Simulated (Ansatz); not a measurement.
MgB:

```
CELL_PARAMETERS angstrom
2.89515 0.00000 0.00000
0.00000 2.89515 0.00000
0.00000 0.00000 2.89515
ATOMIC_POSITIONS crystal
Mg 0.00000 0.00000 0.00000
B 0.50000 0.50000 0.50000
```

The cell was built by a generator and needn't be a form met in nature.

Base run:

| Quantity | Value |
| --- | --- |
| Program | Ansatz 0.2.0 |
| Functional | LDA |
| Potentials or basis | Ansatz PAW |
| Cutoff | 420 eV (not typed: the program's choice for these potentials) |
| k mesh | 9 × 9 × 9 |
| Occupations | fermi-dirac, width 0.05 eV |
| Spin | no spin polarisation |

Its results: band gap on the k mesh none (metal or under the smearing width); pressure -5.1 GPa.

Question: After a change of settings the same cell gave: band gap on the k mesh none (metal or under the smearing width); pressure -0.8 GPa. Which change was it?
A. functional from LDA to RPBE
B. functional from LDA to r2SCAN; cutoff from 420 eV (not typed: the program's choice for these potentials) to 500 eV (not typed: the program's choice for these potentials)
C. functional from LDA to PBE; potentials or basis from Ansatz PAW to PseudoDojo standard (PBE files); cutoff from 420 eV (not typed: the program's choice for these potentials) to 1143 eV
D. functional from LDA to PBE; potentials or basis from Ansatz PAW to JTH PAW; cutoff from 420 eV (not typed: the program's choice for these potentials) to 900 eV (not typed: the program's choice for these potentials)

Answer: B.

Caveats: the PAW data sets come from PBE, with cores solved anew for the run's functional, which leaves a small shift of forces and pressure.
